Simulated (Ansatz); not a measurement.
**C₂H₆F₂GeO₂: up Jacob's ladder to CCSD(T)**

The task here is to estimate one member of a computed series from the others.

The runs use Ansatz 0.2.0, Gaussian basis; functionals in def2-TZVPP, the program's frozen cores in correlated methods.

Plan: LDA (SPW92), PBE-D4, revPBE-D4, BLYP-D4, r2SCAN-D4, B97M-V, PBE0-D4, B3LYP-D4, r2SCANh-D4, r2SCAN0-D4, HSE06-D4, BHLYP-D4, CAM-B3LYP-D4, LC-ωPBE, ωB97X-V, ωB97M-V, B2PLYP, PBE-QIDH; CCSD(T)/def2-SVP; CCSD(T)/def2-TZVPP; MP2/def2-QZVPP; extrapolation to the limit; RPA on PBE.

## The relaxed structure

The geometry comes from an earlier relaxation with PBE0-D4 in a triple-zeta def2 set; it is a stationary point, not always the lowest conformer.

SMILES `C[O][Ge]([F])([F])[O]C`, 13 atoms, charge 0, spin multiplicity 1.

Atoms are counted from 1 here; the program's logs count them from 0.

Bond lengths: C1–O2 1.421 Å, C1–H8 1.094 Å, C1–H9 1.090 Å, C1–H10 1.095 Å, O2–Ge3 1.738 Å, Ge3–F4 1.709 Å, Ge3–F5 1.709 Å, Ge3–O6 1.738 Å, O6–C7 1.421 Å, C7–H11 1.090 Å, C7–H12 1.095 Å, C7–H13 1.094 Å. Angles: O2–C1–H8 111.4°, O2–C1–H9 107.0°, O2–C1–H10 111.9°, H8–C1–H9 108.8°, H8–C1–H10 109.0°, H9–C1–H10 108.7°, C1–O2–Ge3 119.8°, O2–Ge3–F4 111.0°, O2–Ge3–F5 105.6°, O2–Ge3–O6 115.3°, F4–Ge3–F5 108.2°, F4–Ge3–O6 105.6°, F5–Ge3–O6 111.0°, Ge3–O6–C7 119.8°, O6–C7–H11 107.0°, O6–C7–H12 111.9°, O6–C7–H13 111.4°, H11–C7–H12 108.7° and more.

As a file:

```xyz
13
C2H6F2GeO2
C    -1.89752   -0.46425    0.92432
O    -1.21005   -0.82865   -0.26467
Ge    0.51286   -1.05282   -0.23287
F     0.95730   -2.23066    0.92269
F     0.92840   -1.64326   -1.78170
O     1.43788    0.36374    0.16378
C     1.39473    1.49832   -0.69056
H    -1.84636   -1.25837    1.67468
H    -2.94140   -0.30385    0.65310
H    -1.50189    0.46040    1.35707
H     1.97821    2.28330   -0.20855
H     0.37189    1.86101   -0.83547
H     1.83636    1.28019   -1.66712
```

The first run:

The input, in.yaml:

```yaml
crystal:
  periodic: [false, false, false]
  atoms:
    - {symbol: C, position_ang: [-1.897518, -0.464245, 0.924324]}
    - {symbol: O, position_ang: [-1.210052, -0.828654, -0.264674]}
    - {symbol: Ge, position_ang: [0.512861, -1.052822, -0.232875]}
    - {symbol: F, position_ang: [0.957302, -2.230661, 0.922692]}
    - {symbol: F, position_ang: [0.928402, -1.643256, -1.781698]}
    - {symbol: O, position_ang: [1.437880, 0.363738, 0.163784]}
    - {symbol: C, position_ang: [1.394728, 1.498317, -0.690560]}
    - {symbol: H, position_ang: [-1.846363, -1.258370, 1.674678]}
    - {symbol: H, position_ang: [-2.941400, -0.303849, 0.653099]}
    - {symbol: H, position_ang: [-1.501894, 0.460404, 1.357071]}
    - {symbol: H, position_ang: [1.978209, 2.283296, -0.208549]}
    - {symbol: H, position_ang: [0.371886, 1.861010, -0.835472]}
    - {symbol: H, position_ang: [1.836358, 1.280190, -1.667119]}
basis:
  gaussian: {orbitals: def2-TZVPP}
hamiltonian: {xc: lda}
output: {orbitals: {seedname: orbitals}}
```

Launch:

```console
$ ansatz run in.yaml --threads 2 --pin off --events-out ev --progress --plain --max-ram 32768MiB --backend cuda --devices 0, --max-vram 18GiB
```

Among the steps run: LDA; PBE-D4 (GGA); revPBE-D4 (GGA); BLYP-D4 (GGA); r2SCAN-D4 (meta-GGA); B97M-V (meta-GGA); B3LYP-D4 (hybrid); r2SCANh-D4 (hybrid); r2SCAN0-D4 (hybrid); HSE06-D4 (hybrid); BHLYP-D4 (hybrid); CAM-B3LYP-D4 (range-separated); LC-ωPBE (range-separated); ωB97X-V (range-separated); ωB97M-V (range-separated); B2PLYP (double hybrid); PBE-QIDH (double hybrid).

One table of the session follows, with a row left open; its other results are not shown here.

It belongs to the step «Frontier levels by functional». 

| functional | HOMO (eV) | gap (eV) |
| --- | --- | --- |
| LDA (SPW92) | -7.32 | 5.30 |
| PBE-D4 | -7.15 | 5.51 |
| revPBE-D4 | -7.08 | 5.62 |
| BLYP-D4 | -7.07 | 5.47 |
| r2SCAN-D4 | -7.52 | 6.27 |
| B97M-V | -7.64 | 6.31 |
| PBE0-D4 | -8.81 | 8.31 |
| B3LYP-D4 | -8.57 | 7.69 |
| r2SCANh-D4 | -8.14 | 7.29 |
| r2SCAN0-D4 | -9.08 | 8.81 |
| HSE06-D4 | -8.40 | 7.52 |
| BHLYP-D4 | -10.43 | 10.98 |
| CAM-B3LYP-D4 | ? | ? |
| LC-ωPBE | -11.64 | 13.58 |
| ωB97X-V | -11.31 | 13.05 |
| ωB97M-V | -11.23 | 12.73 |

**Question.** Estimate the row for CAM-B3LYP-D4.

The run gave: HOMO (eV): -10.30; gap (eV): 10.81. In the column «HOMO (eV)» it lies between BHLYP-D4 (-10.43) and r2SCAN0-D4 (-9.08).
